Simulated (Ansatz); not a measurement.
# CH7AlSi2: the cost of one run

Computed with Ansatz 0.2.0, Gaussian basis. Level: the settings change from run to run.

### Step 1. The molecule

An earlier PBE0-D4 in a triple-zeta def2 set relaxation fixed the geometry.

SMILES `[CH3][Al]1[SiH2][SiH2]1`, 11 atoms, charge 0, spin multiplicity 1.

Atoms are counted from 1 here; the program's logs count them from 0.

Bond lengths: C1–Al2 1.947 Å, C1–H5 1.092 Å, C1–H6 1.094 Å, C1–H7 1.095 Å, Al2–Si3 2.411 Å, Al2–Si4 2.410 Å, Si3–Si4 2.335 Å, Si3–H8 1.491 Å, Si3–H9 1.500 Å, Si4–H10 1.491 Å, Si4–H11 1.500 Å. Angles: Al2–C1–H5 112.3°, Al2–C1–H6 110.5°, Al2–C1–H7 109.9°, H5–C1–H6 108.7°, H5–C1–H7 108.2°, H6–C1–H7 107.1°, C1–Al2–Si3 150.3°, C1–Al2–Si4 151.8°, Si3–Al2–Si4 57.9°, Al2–Si3–Si4 61.0°, Al2–Si3–H8 143.8°, Al2–Si3–H9 98.5°, Si4–Si3–H8 128.6°, Si4–Si3–H9 105.3°, H8–Si3–H9 109.3°, Al2–Si4–Si3 61.1°, Al2–Si4–H10 143.6°, Al2–Si4–H11 98.5° and more.

Coordinates:

```xyz
11

C    -1.2673    1.9920   -0.6061
Al   -0.2388    0.4078   -0.1320
Si    0.2963   -1.3532    1.4256
Si    1.4057   -1.2832   -0.6277
H    -0.7853    2.5802   -1.3895
H    -1.4136    2.6294    0.2710
H    -2.2608    1.6983   -0.9600
H    -0.2605   -2.5367    2.1412
H     1.1550   -0.5628    2.3679
H     2.8522   -1.5020   -0.9147
H     0.5824   -2.1268   -1.5552
```

### Step 2. PBE0-DH/def2-TZVPD

Options: multiplicity 3, atoms shaken by 0.08 Å, the search for lower states set to off.

Contents of in.yaml:

```yaml
crystal:
  periodic: [false, false, false]
  atoms:
    - {symbol: C, position_ang: [-1.218895, 2.034548, -0.690578]}
    - {symbol: Al, position_ang: [-0.177170, 0.504814, -0.171830]}
    - {symbol: Si, position_ang: [0.377918, -1.193664, 1.379504]}
    - {symbol: Si, position_ang: [1.401332, -1.322901, -0.609349]}
    - {symbol: H, position_ang: [-0.768083, 2.619188, -1.343296]}
    - {symbol: H, position_ang: [-1.569100, 2.667605, 0.285913]}
    - {symbol: H, position_ang: [-2.321938, 1.732412, -0.996833]}
    - {symbol: H, position_ang: [-0.225395, -2.414507, 2.237726]}
    - {symbol: H, position_ang: [1.190356, -0.497485, 2.390296]}
    - {symbol: H, position_ang: [2.923771, -1.404593, -0.866986]}
    - {symbol: H, position_ang: [0.575027, -2.067441, -1.645487]}
basis:
  gaussian: {orbitals: def2-TZVPD}
magnetization: {spin_polarized: true, initial_magnetization: 2}
hamiltonian: {xc: {name: PBE0-DH}}
scf: {lower_state_search: off}
```

On the command line:

```
$ ansatz run in.yaml --threads 2 --pin off --events-out ev --progress --plain --max-ram 4352MiB
```

**Question.** How long does this run take on 2 threads of Arm Neoverse V2, shared host, and how much memory does it need?

About 13 s, with a peak of 0.71 GiB.
